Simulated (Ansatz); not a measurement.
# ZrH₂ (singlet): from Hartree-Fock to the top rungs at scale of all distances = 1.000, def2-SVP

An exercise on one series of results from a longer session: the logs are not shown, and one member is left open.

The runs use Ansatz 0.2.0, Gaussian basis; def2-SVP, core rule «outside noble gas», up to 4 orbitals frozen.

To be run: UHF; CCSD(T) on RHF; CCSD(T) on UHF; CISD; CCSDT(Q) on RHF; CCSDT(Q) on UHF; CASSCF and MRCISD+Q, 2 electrons in 2 orbitals; CASSCF and NEVPT2, 2 electrons in 2 orbitals; Full CI.

15 further runs of the same task are left out: 4 for a known fault of the program, 10 that didn't finish, 1 set aside as unsound or not needed.

## The geometry

The geometry derives from a PBE0/def2-TZVP stationary point (not a proven minimum). All distances are scaled together. No spin-orbit coupling is included. Elements past krypton take def2 core potentials.

3 atoms, charge 0, spin multiplicity 1.

Atoms are counted from 1 here; the program's logs count them from 0.

Bond lengths: Zr1–H2 1.929 Å, Zr1–H3 1.929 Å. Angles: H2–Zr1–H3 180.0°.

Set-up of the first run:

File in.yaml:

```yaml
crystal:
  periodic: [false, false, false]
  atoms:
    - {symbol: Zr, position_ang: [0.000000, 0.000000, 0.000000]}
    - {symbol: H, position_ang: [0.000000, 0.000000, -1.928800]}
    - {symbol: H, position_ang: [0.000000, 0.000000, 1.928800]}
basis:
  gaussian: {orbitals: def2-SVP}
magnetization: {spin_polarized: true, initial_magnetization: 0}
hamiltonian: {xc: hf}
output: {orbitals: {seedname: orbitals}}
```

Run with:

```console
> ansatz run in.yaml --threads 1 --pin off --events-out ev --progress --plain --max-ram 2393MiB
```

Steps of the session up to this table: UHF; CCSD(T) on RHF; CCSD(T) on UHF; CISD; CCSDT(Q) on RHF; CCSDT(Q) on UHF; CASSCF and MRCISD+Q, 2 electrons in 2 orbitals; CASSCF and NEVPT2, 2 electrons in 2 orbitals; Full CI.

One table of the session follows, with a row left open; its other results are not shown here.

| method | from FCI (kcal/mol) |
| --- | --- |
| RHF | +71.37 |
| RMP2 | +24.60 |
| CISD | +10.35 |
| RCCSD | +4.28 |
| RCCSD(T) | +1.33 |
| RCCSDT | +0.14 |
| RCCSDT(Q) | ? |
| FCI | 0 |

Q: Estimate the row for RCCSDT(Q) from the others.

The run gave: from FCI (kcal/mol): -0.02. In the column «from FCI (kcal/mol)» it is the lowest.

Not comparable, so not listed: CASSCF and MRCISD+Q, 2 electrons in 2 orbitals (they don't share determinant, frozen orbitals or solution with the rows shown, or repeat one).

Left out of the table: CASSCF pair, NEVPT2 pair (the active space lost an orbital or holds another state than full CI finds).

Caveats from the session: Left out of the table: UHF, UMP2, UCCSD, UCCSD(T), UCCSDT, UCCSDT(Q) (another determinant or state than the rows shown). Warnings in the runs' records: passed over end.
